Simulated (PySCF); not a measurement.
# CH9AsBN: the cost of one run

Programs: PySCF 2.14.0, with density-fitted response routines of our own. Each step states its level of theory. These are calculated values for one molecule in the gas phase, unless marked as measured. Atoms count from 0, in the outputs and in this text.

## 1. The starting structure

13 atoms, charge 0, multiplicity 1; geometry from: GFN2-xTB. The atoms were then displaced at random by about 0.01 Å, so the start is not that level's minimum.

Bonds of the start (Å): C0–N1 1.41, N1–B2 1.38, C0–H4 1.10, C0–H5 1.11, C0–H6 1.10, N1–H7 1.01, B2–H8 1.14, B2–H9 1.19, As3–H10 1.48, As3–H11 1.48, As3–H12 1.46.

## 2. Optimising the geometry at PBE0-D3(BJ)/def2-SVP

What the job is given:

```
{"job": {"xc": "PBE0", "basis": "def2-SVP", "d3": "d3bj", "grid": 1, "shake": 0.01, "kind": "geom"}, "charge": 0, "multiplicity": 1}
C     -1.604400     0.564360    -0.222050
N     -0.828520    -0.607520    -0.096730
B     -0.461120    -1.476410    -1.099970
As     1.948740     0.839260     0.803280
H     -1.086880     1.460790     0.140870
H     -2.562990     0.502310     0.332770
H     -1.850000     0.747370    -1.275910
H     -0.592060    -0.800280     0.868810
H     -0.755740    -1.247380    -2.179160
H      0.185030    -2.421430    -0.789380
H      1.801550     1.318980    -0.592690
H      3.262640     1.498950     0.926320
H      2.549580    -0.395870     0.312250
```

The run is started by

```sh
$ OMP_NUM_THREADS=1 python probes_run.py task.json out
```

This one command runs all jobs of the session in turn.

**Question.** How long does this first job take on 1 thread of Arm Neoverse N1, shared host?

About 46 s.
